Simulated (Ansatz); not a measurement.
**C2H6BN: one species, many methods**

The task here is to estimate one member of a computed series from the others.

Method: functionals in def2-TZVPP, the program's frozen cores in correlated methods; program: Ansatz 0.2.0, Gaussian basis.

Levels to be run: LDA (SPW92), PBE-D4, revPBE-D4, BLYP-D4, r2SCAN-D4, B97M-V, PBE0-D4, B3LYP-D4, r2SCANh-D4, r2SCAN0-D4, HSE06-D4, BHLYP-D4, CAM-B3LYP-D4, LC-ωPBE, ωB97X-V, ωB97M-V, B2PLYP, PBE-QIDH; CCSD(T)/def2-SVP; CCSD(T)/def2-TZVPP; MP2/def2-QZVPP; extrapolation to the limit; RPA on PBE.

## Structure used throughout

An earlier PBE0-D4 in a triple-zeta def2 set relaxation fixed the geometry.

SMILES `BC(C)=N`, 10 atoms, charge 0, spin multiplicity 1.

Atoms are counted from 1 here; the program's logs count them from 0.

Bond lengths: B1–C2 1.551 Å, B1–H5 1.195 Å, B1–H6 1.197 Å, C2–C3 1.490 Å, C2–N4 1.281 Å, C3–H7 1.095 Å, C3–H8 1.091 Å, C3–H9 1.094 Å, N4–H10 1.025 Å. Angles: C2–B1–H5 119.7°, C2–B1–H6 119.9°, H5–B1–H6 120.0°, B1–C2–C3 125.5°, B1–C2–N4 114.4°, C3–C2–N4 119.4°, C2–C3–H7 110.2°, C2–C3–H8 110.4°, C2–C3–H9 110.4°, H7–C3–H8 109.2°, H7–C3–H9 106.7°, H8–C3–H9 109.8°, C2–N4–H10 111.6°.

Coordinates:

```csv
atom,x (Å),y (Å),z (Å)
B1,-0.8589,1.0040,-0.5455
C2,0.2237,-0.0531,-0.2045
C3,0.1975,-0.9729,0.9677
N4,1.2879,0.0318,-0.9127
H5,-1.2837,1.0778,-1.6605
H6,-1.1724,1.8219,0.2703
H7,-0.6194,-1.6941,0.8650
H8,1.1431,-1.5102,1.0516
H9,0.0073,-0.4120,1.8876
H10,1.1581,0.6558,-1.7159
```

The first run:

in.yaml

```yaml
crystal:
  periodic: [false, false, false]
  atoms:
    - {symbol: B, position_ang: [-0.858939, 1.003994, -0.545533]}
    - {symbol: C, position_ang: [0.223684, -0.053144, -0.204541]}
    - {symbol: C, position_ang: [0.197505, -0.972905, 0.967731]}
    - {symbol: N, position_ang: [1.287917, 0.031787, -0.912746]}
    - {symbol: H, position_ang: [-1.283734, 1.077844, -1.660514]}
    - {symbol: H, position_ang: [-1.172445, 1.821915, 0.270283]}
    - {symbol: H, position_ang: [-0.619441, -1.694075, 0.865050]}
    - {symbol: H, position_ang: [1.143144, -1.510249, 1.051556]}
    - {symbol: H, position_ang: [0.007283, -0.412030, 1.887612]}
    - {symbol: H, position_ang: [1.158125, 0.655764, -1.715898]}
basis:
  gaussian: {orbitals: def2-TZVPP}
hamiltonian: {xc: lda}
output: {orbitals: {seedname: orbitals}}
```

Command:

```console
> ansatz run in.yaml --threads 2 --pin off --events-out ev --progress --plain --max-ram 4352MiB
```

Among the steps run: LDA; PBE-D4 (GGA); revPBE-D4 (GGA); BLYP-D4 (GGA); r2SCAN-D4 (meta-GGA); B97M-V (meta-GGA); PBE0-D4 (hybrid); B3LYP-D4 (hybrid); r2SCANh-D4 (hybrid); r2SCAN0-D4 (hybrid); HSE06-D4 (hybrid); BHLYP-D4 (hybrid); CAM-B3LYP-D4 (range-separated); LC-ωPBE (range-separated); ωB97X-V (range-separated); ωB97M-V (range-separated); B2PLYP (double hybrid); PBE-QIDH (double hybrid).

One table of the session follows, with a row left open; its other results are not shown here.

| functional | HOMO (eV) | LUMO (eV) | gap (eV) |
| --- | --- | --- | --- |
| LDA (SPW92) | -6.17 | -3.32 | 2.85 |
| PBE-D4 | -6.06 | -3.03 | 3.03 |
| revPBE-D4 | -6.00 | -2.91 | 3.09 |
| BLYP-D4 | -5.96 | -2.88 | 3.08 |
| r2SCAN-D4 | ? | ? | ? |
| B97M-V | -6.47 | -2.77 | 3.70 |
| PBE0-D4 | -7.41 | -2.03 | 5.38 |
| B3LYP-D4 | -7.20 | -2.26 | 4.94 |
| r2SCANh-D4 | -6.79 | -2.36 | 4.43 |
| r2SCAN0-D4 | -7.58 | -1.84 | 5.74 |
| HSE06-D4 | -7.01 | -2.42 | 4.59 |
| BHLYP-D4 | -8.76 | -0.98 | 7.78 |
| CAM-B3LYP-D4 | -8.83 | -0.94 | 7.88 |
| LC-ωPBE | -10.15 | 0.27 | 10.42 |
| ωB97X-V | -9.82 | 0.18 | 10.00 |
| ωB97M-V | -9.75 | -0.06 | 9.69 |

Q: Estimate the row for r2SCAN-D4 from the others.

Worked estimate for «HOMO (eV)». Against the share of exact exchange, r2SCANh-D4 (0.1, -6.79), r2SCAN0-D4 (0.25, -7.58) give a slope of -5.27 per unit share; at 0 the line stands at -6.26.

**Answer.** HOMO (eV): -6.28; LUMO (eV): -2.71; gap (eV): 3.57. In «HOMO (eV)» the line misses by +0.02.
